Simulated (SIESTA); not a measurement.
Write the native input for SIESTA 5.4.2 that does the following.

```yaml
Task: single point
Functional: PBEsol
Potentials_or_basis: PseudoDojo 0.4 standard (PBEsol files)
Basis: DZP (energy shift 0.003 Ry; two zetas on semicore shells)
Grid_cutoff: 800 Ry
Energy_shift: 0.003 Ry
k_mesh: 6 × 9 × 4
Occupations: fermi-dirac, width 0.05 eV
Spin: no spin polarisation
```

Crystal: Ti2O.

```xyz
9
Lattice="4.6496 0.0000 0.0000 0.0000 2.9377 0.0000 -0.2847 0.0000 8.1982" Properties=species:S:1:pos:R:3 pbc="T T T"
Ti    1.1126    0.0000    1.9942
Ti    3.2523    0.0000    6.2040
Ti    3.3505    1.4689    3.5070
Ti    0.9678    1.4689    7.5051
Ti    1.0143    1.4689    4.6912
Ti    3.3971    1.4689    0.6930
O     0.0000    0.0000    0.0000
O     1.1437    0.0000    6.0835
O     3.2211    0.0000    2.1147
```

The cell comes from a database or a generator and needn't be the stable form of this composition.

One way to write it, as run:

Ti2O.fdf

```
SystemName                      Ti2O
SystemLabel                     Ti2O
NumberOfSpecies                 2
NumberOfAtoms                   9
%block ChemicalSpeciesLabel
  1  22 Ti
  2   8 O
%endblock ChemicalSpeciesLabel

LatticeConstant                 1.0 Ang
%block LatticeVectors
     4.6495507535     0.0000000000     0.0000000000
     0.0000000000     2.9377132700     0.0000000000
    -0.2846966688     0.0000000000     8.1981922294
%endblock LatticeVectors
AtomicCoordinatesFormat         Fractional
%block AtomicCoordinatesAndAtomicSpecies
     0.2541804900     0.0000000000     0.2432513800  1  Ti
     0.7458195100     0.0000000000     0.7567486200  1  Ti
     0.7468058300     0.5000000000     0.4277814400  1  Ti
     0.2642003400     0.5000000000     0.9154633300  1  Ti
     0.2531941700     0.5000000000     0.5722185600  1  Ti
     0.7357996600     0.5000000000     0.0845366700  1  Ti
     0.0000000000     0.0000000000     0.0000000000  2  O
     0.2914274000     0.0000000000     0.7420484900  2  O
     0.7085726000     0.0000000000     0.2579515100  2  O
%endblock AtomicCoordinatesAndAtomicSpecies

%block kgrid.MonkhorstPack
    6   0   0  0.0
    0   9   0  0.0
    0   0   4  0.0
%endblock kgrid.MonkhorstPack
XC.Functional                   GGA
XC.Authors                      PBEsol
PAO.BasisSize                   DZP
PAO.EnergyShift                 0.003 Ry
Mesh.Cutoff                     800 Ry
OccupationFunction              FD
ElectronicTemperature           0.05 eV
MaxSCFIterations                120
SCF.MustConverge                false
SCF.Mixer.Method                Pulay
SCF.Mixer.Weight                0.25
SCF.Mixer.History               8
SCF.DM.Tolerance                5.0e-05
SCF.H.Tolerance                 1.0e-03 eV
WriteForces                     true
Charge.Mulliken                 end
Charge.Hirshfeld                end
Charge.Voronoi                  end
SaveRho                         true
SaveElectrostaticPotential      true
%block PAO.Basis
  Ti 5
  n=3 0 2
    3.151 0.000
  n=4 0 2
    8.703 0.000
  n=3 1 2
    3.568 0.000
  n=4 1 1
    8.703
  n=3 2 2
    6.267 0.000
%endblock PAO.Basis
```

Potentials or basis: PseudoDojo 0.4 standard (PBEsol files), DZP (energy shift 0.003 Ry; two zetas on semicore shells).

The run is started by

```console
$ siesta < Ti2O.fdf > Ti2O.out 2>&1
```

It gave:

* Pressure: -3.0 GPa
* Largest force: 0.078 eV/Å
* Band gap on the k mesh: none (metal or under the smearing width)
* Hirshfeld charges: Ti +0.09, +0.05, +0.12; O -0.18 e
* Voronoi charges: Ti +0.11, +0.06, +0.14; O -0.21, -0.20 e

Caveat: Mulliken charges of long-ranged orbitals can have an unphysical sign; the basis of atomic orbitals isn't converged, which shifts pressures, moduli and gaps; semilocal functionals often make such compounds metallic where correlation or magnetic order opens a gap, which also shifts bond lengths.

It took 5.5 min on 1 thread of Arm Neoverse V1 (shared host), peak memory 0.74 GiB.
